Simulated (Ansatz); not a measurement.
Run this with Ansatz 0.2.0 through its Python package and show what comes out.

`vcrelax_keu3.py`:
```python
import ansatz as az
from ase.data import atomic_numbers
import numpy as np
import spglib

ECUT = 510
K_LENGTH = 20
WIDTH_EV = 0.05
FORCE_TOL = 0.02

def edges_and_angles(cell):
    cell = np.asarray(cell)
    a, b, c = np.linalg.norm(cell, axis=1)
    cosines = cell[1] @ cell[2] / (b * c), cell[0] @ cell[2] / (a * c), cell[0] @ cell[1] / (a * b)
    return (a, b, c, *np.degrees(np.arccos(cosines)))

lattice = az.Lattice.of(
    (5.88504, 0.0, 0.0),
    (0.0, 5.88504, 0.0),
    (0.0, 0.0, 5.88504),
)
sites = [
    ("K", (0.0, 0.0, 0.0)),
    ("Eu", (0.0, 0.5, 0.5)),
    ("Eu", (0.5, 0.0, 0.5)),
    ("Eu", (0.5, 0.5, 0.0)),
]
cell = az.Crystal(lattice=lattice)
for symbol, position in sites:
    cell = cell.atom(symbol, position)
cell = cell.moments(Eu=7)

calc = cell.calculation()
calc = calc.basis(ECUT)
calc = calc.kpoints(length=K_LENGTH)
calc = calc.occupations(az.OccupationsMethod.FERMI_DIRAC, width=WIDTH_EV)
calc = calc.spin("collinear").relax(force_tolerance=FORCE_TOL, fix_cell=["angles"])
steps = []


def follow(event):
    if event["event"] != "relax_step":
        return
    row = event["data"]
    steps.append(row)
    print(f"step {row['step']:3d}  E = {row['lagrangian_ev']:.5f} eV  largest force component = {row['allowed_force_max_ev_ang']:.4f} eV/A  P = {row['pressure_gpa']:.3f} GPa")


outcome = calc.session().plan(threads=1).execute(on_event=follow)
summary = outcome.report

first, last = steps[0], steps[-1]
symbols = [site.symbol for site in outcome.lattice.sites]
print(f"energy gained {first['lagrangian_ev'] - last['lagrangian_ev']:.4f} eV in {len(steps) - 1} steps")
for label, vectors in (("before", first["cell_ang"]), ("after", outcome.lattice.cell_ang)):
    print(label, "a b c (A) {:.4f} {:.4f} {:.4f}  angles {:.2f} {:.2f} {:.2f}".format(*edges_and_angles(vectors)), f" V = {abs(np.linalg.det(vectors)):.3f} A^3")
print("final stress xx yy zz (GPa, compression positive):", np.round(np.diag(summary["stress_gpa"]), 3) + 0.0)

print("atom   start x y z (A)              end x y z (A)")
for symbol, a, b in zip(symbols, first["positions_ang"], last["positions_ang"]):
    print(f"{symbol:3s}", " ".join(f"{v:8.4f}" for v in a), "  ", " ".join(f"{v:8.4f}" for v in b))

change = np.array(last["positions_ang"]) @ np.linalg.inv(last["cell_ang"]) - np.array(first["positions_ang"]) @ np.linalg.inv(first["cell_ang"])
moved = np.linalg.norm(change @ np.array(last["cell_ang"]), axis=1)
print("displacement within the cell, strain taken out (A):", " ".join(f"{s}:{d:.3f}" for s, d in zip(symbols, moved)))

fractions = [site.position_frac for site in outcome.lattice.sites]
numbers = [atomic_numbers[s] for s in symbols]
for tolerance in (1e-3, 1e-2, 1e-1):
    print(f"space group at {tolerance} A:", spglib.get_spacegroup((outcome.lattice.cell_ang, fractions, numbers), symprec=tolerance))

print("%-22s %14.5f eV" % ("F = E - TS", summary["free_energy_ev"]))
print("%-22s %14.5f eV" % ("E", summary["internal_energy_ev"]))
print("%-22s %14.5f eV" % ("Harris-Foulkes", summary["harris_foulkes_ev"]))
print("%-22s %14.5f eV" % ("Fermi level", summary["fermi_energy_ev"]))
```

```console
$ python vcrelax_keu3.py
step   1  E = -27836.43435 eV  largest force component = 0.0000 eV/A  P = 0.001 GPa
step   2  E = -27836.43435 eV  largest force component = 0.0000 eV/A  P = 0.001 GPa
energy gained 0.0000 eV in 1 steps
before a b c (A) 5.8850 5.8850 5.8850  angles 90.00 90.00 90.00  V = 203.821 A^3
after a b c (A) 5.8850 5.8850 5.8850  angles 90.00 90.00 90.00  V = 203.821 A^3
final stress xx yy zz (GPa, compression positive): [0.001 0.001 0.001]
atom   start x y z (A)              end x y z (A)
K     0.0000   0.0000   0.0000      0.0000   0.0000   0.0000
Eu    0.0000   2.9425   2.9425      0.0000   2.9425   2.9425
Eu    2.9425   0.0000   2.9425      2.9425   0.0000   2.9425
Eu    2.9425   2.9425   0.0000      2.9425   2.9425   0.0000
displacement within the cell, strain taken out (A): K:0.000 Eu:0.000 Eu:0.000 Eu:0.000
space group at 0.001 A: Pm-3m (221)
space group at 0.01 A: Pm-3m (221)
space group at 0.1 A: Pm-3m (221)
F = E - TS               -27836.43435 eV
E                        -27836.39878 eV
Harris-Foulkes           -27836.43435 eV
Fermi level                   6.21751 eV
```

Reading the output:
- Total energies depend on the potentials; only differences at equal settings carry meaning. A total without «per atom» is that of the whole cell that was run.
- Open f shells: without a Hubbard U, without spin-orbit coupling; the state reached hangs on the start and needn't be the lowest.
- Forces vanish by symmetry, so the ions can't move, and the end may be a saddle.
- For a metal this k-point mesh is coarse: on a finer one energies can move by several to tens of meV an atom and pressures by half a GPa or more, differences at one mesh by less.
- An absolute Fermi energy rests on an arbitrary zero of the periodic potential and has no direct meaning.
- Energies along a relaxation are free energies. Rows at an unchanged volume are solved on a plane-wave basis chosen afresh for that cell, so the energy can jump there; the script counts such rows among its steps.
- No functional is typed, so the default, PBE, holds.
- The structure comes from a database of computed cells and needn't be a stable or known phase.
- The whole script took 10 s on 1 thread of Intel(R) Xeon(R) 6975P-C (Granite Rapids), with other jobs on the host, peak memory 0.64 GiB.
